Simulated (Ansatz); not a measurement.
# C2H6SSi: geometry optimisation

The task: find the minimum of C2H6SSi nearest to the start.

Method: RKS PBE0-D4/def2-SVPD; program: Ansatz 0.2.0.

1 further run of the same task is left out (set aside as unsound or not needed).

### Step 1. Where the work starts

SMILES `CC([SiH3])=S`, 10 atoms, charge 0, spin multiplicity 1.

Atoms are counted from 1 here; the program's logs count them from 0.

Bond lengths: C1–C2 1.497 Å, C1–H5 1.112 Å, C1–H6 1.105 Å, C1–H7 1.112 Å, C2–Si3 1.917 Å, C2–S4 1.646 Å, Si3–H8 1.500 Å, Si3–H9 1.499 Å, Si3–H10 1.507 Å. Angles: C2–C1–H5 110.0°, C2–C1–H6 112.1°, C2–C1–H7 110.0°, H5–C1–H6 109.7°, H5–C1–H7 105.1°, H6–C1–H7 109.7°, C1–C2–Si3 119.9°, C1–C2–S4 123.5°, Si3–C2–S4 116.5°, C2–Si3–H8 108.4°, C2–Si3–H9 108.8°, C2–Si3–H10 111.0°, H8–Si3–H9 110.1°, H8–Si3–H10 109.0°, H9–Si3–H10 109.4°.

Coordinates:

```xyz
10

C    -0.27508    1.27593   -0.70122
C    -0.67735    0.00615   -0.01718
Si    0.66519   -1.18329    0.65887
S    -2.24274   -0.45732    0.19076
H     0.39358    1.05032   -1.56051
H    -1.14880    1.85543   -1.05105
H     0.33748    1.89953   -0.01414
H     0.57556   -2.47607   -0.09745
H     0.41152   -1.42010    2.11728
H     2.04384   -0.60188    0.47742
```

### Step 2. Relaxation

Contents of input.yaml:

```yaml
crystal:
  periodic: [false, false, false]
  atoms:
    - { symbol: C, position_ang: [-0.27508, 1.275927, -0.701217] }
    - { symbol: C, position_ang: [-0.67735, 0.006149, -0.017181] }
    - { symbol: Si, position_ang: [0.665187, -1.183295, 0.658875] }
    - { symbol: S, position_ang: [-2.242742, -0.457319, 0.190765] }
    - { symbol: H, position_ang: [0.393584, 1.050324, -1.560513] }
    - { symbol: H, position_ang: [-1.148797, 1.855435, -1.051045] }
    - { symbol: H, position_ang: [0.337478, 1.899526, -0.01414] }
    - { symbol: H, position_ang: [0.575557, -2.476066, -0.097448] }
    - { symbol: H, position_ang: [0.411524, -1.420097, 2.117284] }
    - { symbol: H, position_ang: [2.043839, -0.601883, 0.47742] }
basis:
  gaussian: { orbitals: def2-SVPD }
hamiltonian:
  xc: pbe0
  dispersion: d4
output:
  forces: true
relax:
  f_tol: 0.003
  max_steps: 120
```

Run with:

```sh
ansatz run input.yaml --threads 1 --pin off --max-ram 2560MiB --backend cpu --events-out ev --progress --plain --runs-dir out
```

The log of the run:

```text
Warning: RAYON_NUM_THREADS=1 ignored (pool sized by the plan → 1); use --threads N
The last accepted step is kept in <dir> (removed where the run ends without a failure and the disk answers)
Engine: ansatz 0.2.0, x86_64-unknown-linux-gnu
Functional definition: PBE0
  parameter a = 0.25
  parameter kappa = 0.804
  parameter beta = 0.06672455060314922
  exchange = (1 - a)*pbe_x(kappa = kappa, mu = beta*pi^2/3) + a*exact_x
  correlation = pbe_c(beta = beta)
1242 factors; their error is unknown
mean field evaluation 1: about -20863.0982 eV, gradient 3.9e1 eV
mean field evaluation 2: about -20858.2429 eV, gradient 5.6e1 eV
mean field evaluation 4: about -20866.8809 eV, gradient 2.6e0 eV
mean field evaluation 8: about -20866.8979 eV, gradient 2.4e-2 eV
mean field evaluation 16: about -20867.0289 eV, gradient 1.5e-5 eV
mean field -20867.02886832 eV, -766.8491667307 hartree, gradient 1.4e-5 eV, S^2 0.000000; 0 other end points of the search recorded, 0 dependent functions left out
the calculation of the forces begins
reference -20867.02891000 eV, -766.8491682622 hartree; 24, 24 occupied and 115, 115 virtual orbitals, 1242 factors
relax step   1: F+E_penalty+E_count = -20867.22281256 eV  Δ(F+E_penalty+E_count) = +0.000e0 eV  max|allowed force component| = 6.339e-1 eV/Å  Δτ_max = 0.0000 Å  (28 SCF iters, accepted)
these checks for a lower state are left out or cut short: starts, cluster_reference, orbital_swaps, neighbouring_geometries, increment
1242 factors; their error is unknown
mean field -20867.04048182 eV, -766.8495935187 hartree, gradient 9.3e-6 eV, S^2 0.000000; 0 other end points of the search recorded, 0 dependent functions left out
the calculation of the forces begins
reference -20867.04052340 eV, -766.8495950469 hartree; 24, 24 occupied and 115, 115 virtual orbitals, 1242 factors
relax step   2: F+E_penalty+E_count = -20867.23504239 eV  Δ(F+E_penalty+E_count) = -1.223e-2 eV  max|allowed force component| = 2.734e-1 eV/Å  Δτ_max = 0.0183 Å  (32 SCF iters, accepted)
these checks for a lower state are left out or cut short: starts, cluster_reference, orbital_swaps, neighbouring_geometries, increment
1242 factors; their error is unknown
mean field -20867.04182300 eV, -766.8496428063 hartree, gradient 9.1e-6 eV, S^2 0.000000; 0 other end points of the search recorded, 0 dependent functions left out
the calculation of the forces begins
reference -20867.04186457 eV, -766.8496443339 hartree; 24, 24 occupied and 115, 115 virtual orbitals, 1242 factors
relax step   3: F+E_penalty+E_count = -20867.23665506 eV  Δ(F+E_penalty+E_count) = -1.613e-3 eV  max|allowed force component| = 3.409e-2 eV/Å  Δτ_max = 0.0054 Å  (32 SCF iters, accepted)
these checks for a lower state are left out or cut short: starts, cluster_reference, orbital_swaps, neighbouring_geometries, increment
1242 factors; their error is unknown
mean field evaluation 32: about -20866.9107 eV, gradient 3.0e-1 eV
mean field -20867.04183531 eV, -766.8496432588 hartree, gradient 2.3e-5 eV, S^2 0.000000; 0 other end points of the search recorded, 0 dependent functions left out
the calculation of the forces begins
reference -20867.04187688 eV, -766.8496447864 hartree; 24, 24 occupied and 115, 115 virtual orbitals, 1242 factors
relax step   4: F+E_penalty+E_count = -20867.23667645 eV  Δ(F+E_penalty+E_count) = -2.139e-5 eV  max|allowed force component| = 7.946e-3 eV/Å  Δτ_max = 0.0019 Å  (25 SCF iters, accepted)
these checks for a lower state are left out or cut short: starts, cluster_reference, orbital_swaps, neighbouring_geometries, increment
1242 factors; their error is unknown
mean field -20867.04184555 eV, -766.8496436350 hartree, gradient 2.5e-5 eV, S^2 0.000000; 0 other end points of the search recorded, 0 dependent functions left out
the calculation of the forces begins
reference -20867.04188712 eV, -766.8496451626 hartree; 24, 24 occupied and 115, 115 virtual orbitals, 1242 factors
relax step   5: F+E_penalty+E_count = -20867.23668352 eV  Δ(F+E_penalty+E_count) = -7.063e-6 eV  max|allowed force component| = 2.747e-3 eV/Å  Δτ_max = 0.0012 Å  (25 SCF iters, accepted)
1242 factors; their error is unknown
mean field -20867.04184555 eV, -766.8496436350 hartree, gradient 2.5e-5 eV, S^2 0.000000; 1 other end points of the search recorded, 0 dependent functions left out
the calculation of the forces begins
reference -20867.04188712 eV, -766.8496451626 hartree; 24, 24 occupied and 115, 115 virtual orbitals, 1242 factors
Total energy: -20867.23672508 eV, -766.8568053258 hartree
Atom 0 at    -0.271541     1.269386    -0.697410 Å, force     0.001567     0.000820    -0.001119 eV/Å
Atom 1 at    -0.672751     0.005099    -0.017090 Å, force    -0.000195     0.000599     0.001200 eV/Å
Atom 2 at     0.660467    -1.180865     0.656643 Å, force     0.001395     0.000206    -0.000174 eV/Å
Atom 3 at    -2.223577    -0.451187     0.187764 Å, force    -0.002747    -0.000405    -0.000466 eV/Å
Atom 4 at     0.389101     1.044350    -1.552162 Å, force    -0.000506    -0.000100     0.000491 eV/Å
Atom 5 at    -1.140359     1.843447    -1.043655 Å, force     0.000693    -0.000258     0.000311 eV/Å
Atom 6 at     0.333514     1.888468    -0.013171 Å, force    -0.000633    -0.000789     0.000089 eV/Å
Atom 7 at     0.573149    -2.463916    -0.096469 Å, force     0.000445     0.000331     0.000798 eV/Å
Atom 8 at     0.410007    -1.411766     2.106291 Å, force     0.000443     0.000052    -0.000992 eV/Å
Atom 9 at     2.025190    -0.594317     0.472058 Å, force    -0.000462    -0.000457    -0.000138 eV/Å
Dipole moment:     0.405263     0.223395    -0.108936 e Å
```

Wall time 30 s (1 thread of Intel Xeon Platinum 8375C at 2.90GHz (Ice Lake), shared host); peak memory 0.33 GiB.

Along the way:

```csv
step,energy from step 1 (eV),largest force component (eV/Å)
1,0.0000,0.6339
2,-0.0122,0.2734
3,-0.0138,0.0341
4,-0.0139,0.0079
5,-0.0139,0.0027
```

Close pairs (by a distance rule), those that changed most:

| bond | before (Å) | after (Å) | change (Å) |
| --- | --- | --- | --- |
| C2–S4 | 1.646 | 1.629 | -0.016 |
| Si3–H10 | 1.507 | 1.497 | -0.010 |
| Si3–H8 | 1.500 | 1.490 | -0.010 |
| Si3–H9 | 1.499 | 1.489 | -0.010 |
| C2–Si3 | 1.917 | 1.907 | -0.010 |
| C1–H5 | 1.112 | 1.103 | -0.008 |
| C1–H7 | 1.112 | 1.103 | -0.008 |
| C1–H6 | 1.105 | 1.097 | -0.008 |

### Step 3. Results

```
             quantity      value
        energy gained  0.0139 eV
root mean square move    0.014 Å
        dipole moment     2.28 D
```

In words: Bond lengths: C1–C2 1.491 Å, C1–H5 1.103 Å, C1–H6 1.097 Å, C1–H7 1.103 Å, C2–Si3 1.907 Å, C2–S4 1.629 Å, Si3–H8 1.490 Å, Si3–H9 1.489 Å, Si3–H10 1.497 Å. Angles: C2–C1–H5 110.0°, C2–C1–H6 112.0°, C2–C1–H7 109.9°, H5–C1–H6 109.6°, H5–C1–H7 105.5°, H6–C1–H7 109.7°, C1–C2–Si3 120.0°, C1–C2–S4 123.4°, Si3–C2–S4 116.5°, C2–Si3–H8 108.4°, C2–Si3–H9 108.8°, C2–Si3–H10 110.5°, H8–Si3–H9 110.4°, H8–Si3–H10 109.2°, H9–Si3–H10 109.5°. No frequencies were computed here.
